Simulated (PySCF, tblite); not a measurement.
**C5H4ClF2O radical: geometry, infrared bands and EPR parameters**

Aim: predict the infrared bands and EPR parameters of C5H4ClF2O radical (`F[C@@H]1O[C]=CC[C@]1(F)Cl`).

Computed with tblite 0.8.0 and PySCF 2.14.0, with density-fitted response routines of our own, on a single molecule in the gas phase. Atoms count from 0, in the outputs and in this text.

## 1. Starting geometry

13 atoms, charge 0, multiplicity 2; geometry from: force field or distance geometry start.

Bonds of the start (Å): F0–C1 1.38, C1–O2 1.44, O2–C3 1.33, C3–C4 1.30, C4–C5 1.51, C5–C6 1.56, C6–F7 1.36, C6–Cl8 1.80, C6–C1 1.57, C1–H9 1.09, C4–H10 1.08, C5–H11 1.09, C5–H12 1.11.

## 2. Optimising the geometry with GFN2-xTB

What the job is given:

```
{"job": {"kind": "relax", "xc": "GFN2-xTB", "basis": "xTB"}, "charge": 0, "multiplicity": 2}
F      1.844300    -0.144900     1.175500
C      1.431400    -0.205300    -0.137700
O      1.482400     1.150100    -0.631500
C      0.263300     1.643300    -0.412700
C     -0.950300     1.384700    -0.029600
C     -1.149900    -0.061900     0.340300
C      0.034400    -0.914400    -0.223700
F     -0.224300    -1.160500    -1.539100
Cl     0.070400    -2.514100     0.605900
H      2.183600    -0.781700    -0.678800
H     -1.699100     2.149200     0.127200
H     -2.101400    -0.421800    -0.060700
H     -1.189000    -0.122300     1.447200
```

Started as:

```
$ OMP_NUM_THREADS=1 python probes_run.py task.json out
```

This one command runs all jobs of the session in turn.

The program printed:

```text
step      E/eV     max force
  0    -835.50046    2.933
  1    -835.71961    1.722
  2    -835.85626    0.860
  3    -835.88598    0.748
  4    -835.90829    0.347
  5    -835.91890    0.231
  6    -835.92736    0.218
  7    -835.93212    0.165
  8    -835.93460    0.157
  9    -835.93684    0.135
 10    -835.93928    0.130
 11    -835.94121    0.100
 12    -835.94253    0.120
 13    -835.94387    0.130
 14    -835.94609    0.176
 15    -835.94985    0.223
 16    -835.95478    0.218
 17    -835.95889    0.137
 18    -835.96110    0.093
 19    -835.96250    0.092
 20    -835.96426    0.143
 21    -835.96587    0.132
 22    -835.96683    0.075
 23    -835.96731    0.053
 24    -835.96763    0.053
 25    -835.96792    0.058
 26    -835.96813    0.034
 27    -835.96828    0.031
 28    -835.96843    0.034
 29    -835.96858    0.045
 30    -835.96870    0.032
 31    -835.96878    0.025
 32    -835.96884    0.022
 33    -835.96891    0.028
 34    -835.96899    0.027
 35    -835.96905    0.019
 36    -835.96911    0.023
 37    -835.96917    0.023
 38    -835.96923    0.023
 39    -835.96927    0.022
 40    -835.96933    0.021
 41    -835.96941    0.029
 42    -835.96952    0.041
 43    -835.96963    0.038
 44    -835.96973    0.023
 45    -835.96980    0.023
 46    -835.96988    0.027
 47    -835.96998    0.030
 48    -835.97006    0.020
 49    -835.97012    0.019
 50    -835.97016    0.018
 51    -835.97019    0.016
 52    -835.97020    0.008
```

It took 0.35 s on 1 thread of Arm Neoverse V1, shared host; peak memory 0.18 GiB.

The steps of the relaxation: (not every step is listed)

```
step  energy from step 0 (eV)  largest force (eV/Å)
   0                   0.0000                2.9328
   1                  -0.2192                1.7222
   2                  -0.3558                0.8601
   3                  -0.3855                0.7483
   4                  -0.4078                0.3465
   5                  -0.4184                0.2314
   6                  -0.4269                0.2180
   7                  -0.4317                0.1649
   8                  -0.4341                0.1567
  11                  -0.4407                0.0999
  14                  -0.4456                0.1763
  17                  -0.4584                0.1371
  20                  -0.4638                0.1434
  23                  -0.4669                0.0535
  26                  -0.4677                0.0337
  29                  -0.4681                0.0455
  32                  -0.4684                0.0220
  35                  -0.4686                0.0194
  38                  -0.4688                0.0226
  41                  -0.4690                0.0286
  44                  -0.4693                0.0233
  47                  -0.4695                0.0304
  48                  -0.4696                0.0196
  49                  -0.4697                0.0193
  50                  -0.4697                0.0177
  51                  -0.4697                0.0162
  52                  -0.4697                0.0077
```

Distances of close pairs at the start and the end, largest changes first:

```
  bond  before (Å)  after (Å)  change (Å)
 C1–O2       1.443      1.391      -0.053
 C5–C6       1.564      1.519      -0.045
 C1–C6       1.569      1.545      -0.024
 C4–C5       1.506      1.528      +0.022
C5–H12       1.109      1.092      -0.017
C6–Cl8       1.802      1.789      -0.013
 F0–C1       1.378      1.366      -0.012
C4–H10       1.082      1.073      -0.008
```

The end geometry stands in the next job.

## 3. Harmonic vibrations with GFN2-xTB

What the job is given:

```
{"job": {"kind": "ir", "xc": "GFN2-xTB", "basis": "xTB"}, "charge": 0, "multiplicity": 2}
F      1.671660     0.002382     1.191954
C      1.385686    -0.209253    -0.126386
O      1.335575     1.000237    -0.810654
C      0.278633     1.751220    -0.516208
C     -0.841761     1.412110     0.063150
C     -1.117107    -0.068456     0.323339
C      0.016621    -0.917926    -0.226019
F     -0.189849    -1.179506    -1.551583
Cl     0.117630    -2.497573     0.607905
H      2.195970    -0.810596    -0.556914
H     -1.609066     2.111404     0.335302
H     -2.048526    -0.377332    -0.154112
H     -1.199855    -0.216225     1.402499
```

The program printed:

```text
mode    cm-1     km/mol
  1      87.4      2.26
  2     129.3      1.53
  3     158.5      1.65
  4     258.7      3.79
  5     280.4      1.53
  6     339.0      4.80
  7     374.1      8.19
  8     400.5      2.89
  9     466.8     13.76
 10     488.0     10.04
 11     594.1     12.01
 12     666.5     11.52
 13     746.8     12.31
 14     841.1     26.57
 15     893.6     22.61
 16     911.3     13.57
 17     956.4     16.15
 18     965.6     40.63
 19    1010.4    157.80
 20    1022.7     30.31
 21    1052.3    109.83
 22    1138.1     36.38
 23    1163.7     11.60
 24    1196.1     13.38
 25    1222.5      9.99
 26    1253.3      7.06
 27    1276.1     54.26
 28    1415.4      3.85
 29    1702.5    111.38
 30    2943.4      7.68
 31    2971.0      3.65
 32    2987.5      2.91
 33    3145.5      1.74
```

Run time: 0.45 s. Hardware: 1 thread of Arm Neoverse V1, shared host; peak memory 0.18 GiB.

The strongest bands and the atoms that carry them (share of the mass-weighted mode):

```
cm⁻¹  km/mol                                 atoms
 841    26.6   C6 34 %, C5 17 %, F7 13 %, H12 12 %
 966    40.6    C1 25 %, O2 21 %, C5 19 %, C4 14 %
1010   157.8             C1 30 %, F0 15 %, C6 14 %
1023    30.3  C6 22 %, H11 15 %, C1 14 %, H12 11 %
1052   109.8   O2 23 %, H10 23 %, C1 20 %, C3 11 %
1138    36.4             C6 49 %, C5 13 %, C1 13 %
1276    54.3  H9 20 %, C5 15 %, H11 15 %, H12 13 %
1702   111.4                      C3 54 %, C4 42 %
```

## 4. g tensor and hyperfine couplings: B3LYP/pcH-1

Settings changed since step 3:

```diff
@@ -1,2 +1,2 @@
-{"job": {"kind": "ir", "xc": "GFN2-xTB", "basis": "xTB"}, "charge": 0, "multiplicity": 2}
+{"job": {"kind": "epr", "basis": "pcH-1"}, "charge": 0, "multiplicity": 2}
 F      1.671660     0.002382     1.191954
```

Level: UKS B3LYP, pcH-1 on C Cl F H O, non-relativistic, mean-field spin-orbit, GIAO.

The program printed:

```text
UKS, coarse grid
  cycle   1  E = -927.80340820  |g| = 6.70e-01
  cycle   2  E = -927.56457425  |g| = 1.09e+00
  cycle   3  E = -927.95497846  |g| = 6.90e-02
  cycle   4  E = -927.95645566  |g| = 4.14e-02
  cycle   5  E = -927.95715193  |g| = 1.10e-02
  cycle   6  E = -927.95722183  |g| = 5.28e-03
  cycle   7  E = -927.95724582  |g| = 2.21e-03
  cycle   8  E = -927.95725539  |g| = 1.67e-03
  cycle   9  E = -927.95726028  |g| = 8.79e-04
UKS, final grid
  cycle   1  E = -927.95724335  |g| = 1.48e-03
  cycle   2  E = -927.95724084  |g| = 2.92e-03
  cycle   3  E = -927.95724460  |g| = 2.05e-04
  cycle   4  E = -927.95724467  |g| = 1.46e-04
  cycle   5  E = -927.95724475  |g| = 6.76e-05
  cycle   6  E = -927.95724475  |g| = 9.91e-06
E = -927.95724475 Eh   <S^2> = 0.7573 (exact 0.7500)
g shifts (ppm)      1          2          3
  rmc          -194       -194       -194
  gc              3         16        -43
  oz_so        -323       -163        370
  total        -514       -341        133
hyperfine (MHz)  atom isotope    a_iso     a_fc   dipolar eigenvalues
    0   19F       6.54       6.47     -7.78     -7.04     14.82
    1   13C      27.36      27.36     -6.63     -5.95     12.58
    2   17O    -136.43    -136.41    -20.12      8.76     11.36
    3   13C     544.75     544.83    -76.51    -55.24    131.76
    4   13C      55.55      55.58    -20.88     -2.71     23.60
    5   13C      45.29      45.30     -7.20     -6.32     13.51
    6   13C      -4.38      -4.37     -0.88      0.13      0.75
    7   19F      -1.37      -1.35     -2.33     -1.70      4.02
    8  35Cl       4.52       4.48     -1.62     -1.56      3.18
    9    1H       1.76       1.76     -3.98     -1.77      5.76
   10    1H      40.53      40.54     -8.12     -5.18     13.30
   11    1H      -9.11      -9.11     -3.87     -1.47      5.33
   12    1H       0.32       0.32     -3.78     -0.83      4.61
```

Run time: 94 s. Hardware: 1 thread of Arm Neoverse V1, shared host; peak memory 0.97 GiB.

Principal g values 2.00181, 2.00198, 2.00245; g(iso) = 2.00208, against 2.00232 for a free electron.

Hyperfine couplings, nucleus by nucleus at this fixed geometry (no averaging over rotations):

```
nuclei  isotope  a(iso) (MHz)  a(iso) (G, at g = 2.0023)  largest dipolar term (MHz)
    C3      13C         544.7                      194.4                       131.8
    O2      17O        -136.4                      -48.7                       -20.1
    C4      13C          55.5                       19.8                        23.6
    C5      13C          45.3                       16.2                        13.5
   H10       1H          40.5                       14.5                        13.3
    C1      13C          27.4                        9.8                        12.6
   H11       1H          -9.1                       -3.2                         5.3
    F0      19F           6.5                        2.3                        14.8
   Cl8     35Cl           4.5                        1.6                         3.2
    C6      13C          -4.4                       -1.6                        -0.9
    H9       1H           1.8                        0.6                         5.8
    F7      19F          -1.4                       -0.5                         4.0
   H12       1H           0.3                        0.1                         4.6
```

Mulliken spin populations:

F0 0.00; C1 0.04; O2 0.03; C3 0.94; C4 -0.10; C5 0.07; C6 0.00; F7 0.00; Cl8 0.01; H9 0.00; H10 0.02; H11 0.00; H12 0.00

In first order the couplings over 0.8 MHz of 1H, 19F, 35Cl give 128 distinct lines over 26.0 G.

The fields below are evaluated on a grid from the run's orbitals.

ELF in a plane through or near 6 of the atoms.

Ten even steps from ' ' (0.00) to '@' (1.00):
```
                                                        
                                                        
                              ..----::                  
                    ..--::    --####**::                
                  ..==##**--::**%%%%##::                
                  ..==%%%%##++**%%%%++                  
          ::****::..--##%%##**::::**==..::==--..        
        ::%%@@@@@@**==%%##++==++%%##++**@@@@@@##..      
        ==@@@@@@@@##--..==..  --++++++@@@@@@@@@@::      
        ..**@@@@@@##++%%##--  --##====%%@@@@@@%%..      
            ....::--##@@##**##++##%%##--==++==::        
                  ..==--  **@@--++====..                
          ::++####**##%%******++++%%%%++                
        ..==##%%%%====##==::..--##%%%%**..              
        ..--##%%%%::::##**::    ==####==                
          ::++##%%%%@@%%##==      ....                  
            ::==**##%%%%**--                            
              ..::======--..                            
                                                        
                                                        
```
The map spans 10.4 Å across and 9.3 Å up, centred on the molecule. Atoms in the plane (x, y in Å): C1 (-1.2, 0.7), C4 (1.5, 0.6), C5 (0.9, -0.8), C6 (-0.6, -0.7), H9 (-2.3, 0.7), H10 (2.6, 0.7).

log10 of the density (e/Å³) in the same plane.

Values, 10 rows by 14 columns:
```
-4.0 -4.0 -4.0 -4.0 -4.0 -4.0 -4.0 -4.0 -4.0 -4.0 -4.0 -4.0 -4.0 -4.0
-4.0 -4.0 -4.0 -4.0 -4.0 -2.9 -2.4 -2.3 -2.2 -2.5 -3.4 -4.0 -4.0 -4.0
-4.0 -4.0 -4.0 -3.3 -2.4 -1.3 -0.8 -1.0 -0.8 -1.3 -2.4 -3.3 -4.0 -4.0
-4.0 -4.0 -2.7 -1.7 -1.1 -0.4  0.5  0.1  0.4 -0.4 -1.2 -1.9 -3.0 -4.0
-4.0 -3.8 -2.1 -0.7  0.3  1.3 -0.1 -0.7  0.1  1.7  0.3 -1.0 -2.4 -3.8
-4.0 -4.0 -2.6 -1.5 -0.9 -0.1  0.2 -0.1  0.2 -0.1 -0.9 -1.7 -2.9 -4.0
-4.0 -4.0 -2.3 -1.3 -0.4  0.0  0.0 -0.1  0.2 -0.3 -1.7 -2.9 -4.0 -4.0
-4.0 -3.9 -2.1 -0.9  0.1  0.5 -0.4 -1.3 -1.0 -1.1 -2.2 -3.3 -4.0 -4.0
-4.0 -4.0 -2.7 -1.7 -0.9 -0.6 -1.2 -2.1 -2.6 -2.8 -3.5 -4.0 -4.0 -4.0
-4.0 -3.7 -3.3 -3.2 -2.6 -2.4 -2.7 -3.5 -4.0 -4.0 -4.0 -4.0 -4.0 -4.0
```
The map spans 10.4 Å across and 9.3 Å up, centred on the molecule. Atoms in the plane (x, y in Å): C1 (-1.2, 0.7), C4 (1.5, 0.6), C5 (0.9, -0.8), C6 (-0.6, -0.7), H9 (-2.3, 0.7), H10 (2.6, 0.7).

On the surface of density 0.002 e/bohr³ the electrostatic potential runs, from the 1st to the 99th percentile, from -0.63 V near O2 to 1.36 V near H9.

The spin density lies nearest to C3 74 %; C4 7 % (both signs); O2 7 %.

## 5. What came out

```
                                 quantity                  value
strongest single infrared mode (GFN2-xTB)  1010 cm⁻¹, 158 km/mol
             zero-point energy (GFN2-xTB)          50.1 kcal/mol
                           g(iso) (B3LYP)                2.00208
                                     ⟨S²⟩     0.757 (exact 0.75)
                           largest a(iso)   13C on C3, 544.7 MHz
    surface potential, 1st and 99th percentile     -0.63 V and 1.36 V
```

In words: The optimisation took 52 steps and gained 0.470 eV; among the close pairs (by a distance rule), C1–O2 changed most, from 1.443 to 1.391 Å. All 33 modes are real, so the xTB geometry is a minimum. The strongest single mode, at 1010 cm⁻¹, has its largest shares on C1, F0 and C6 (the list is cut at 3 atoms). GFN2-xTB is a fitted tight-binding method: band positions and strengths are rough. Its intensities can rank the bands wrongly. Most of the unpaired spin sits on C3 (0.94 e). The isotropic g lies 0.2 ppt below the free-electron value.
